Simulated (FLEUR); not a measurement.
**MnPt2 under changes of volume**

One of the cells (15.408 Å³/atom); the others are scaled copies at fixed shape and fractional positions:

```
Pt Mn
1.0
     2.85840    0.00000    0.00000
    -1.42920    2.47545    0.00000
     0.00000    0.00000    6.53250
Pt Mn
2 1
Direct
  0.66667 0.33333 0.31621
  0.33333 0.66667 0.68379
  0.00000 0.00000 0.00000
```

The cell comes from a database or a generator and needn't be the stable form of this composition.

- Program: FLEUR MaX-R8.1 (later development tree)
- Functional: PBE
- Potentials or basis: all-electron
- Basis: FLAPW
- Kmax: 5 1/bohr
- k mesh: 11 × 11 × 4
- Occupations: fermi-dirac, width 0.05 eV
- Spin: collinear spin, ferromagnetic start
- Starting moments: [0.0, 0.0, 4.0] μB

```tsv
volume (Å³/atom)	energy over the lowest point (meV/atom)	moment (μB per cell)
14.483	?	?
14.791	13.83	4.36
15.408	0.00	4.55
16.024	13.74	4.65
16.332	29.31	4.69
```

What does the run at 14.483 Å³/atom give?

Energy over the lowest point 32.27 meV/atom; moment 4.21 μB per cell.

Worked out: A Birch-Murnaghan fit of order 2 (a polynomial in V^(-2/3)) to the other rows has its minimum at 15.39 Å³/atom with B0 = V·E''(V) = 179 GPa at fixed shape and positions, which overstates the stiffness. It gives 32.92 meV/atom at 14.483 Å³/atom, against the run's 32.27. A parabola through the other rows of the moment, of slope 0.414 μB per Å³/atom there, extrapolates to 4.24 μB, against the run's 4.21.

Energies are extrapolated to zero smearing.
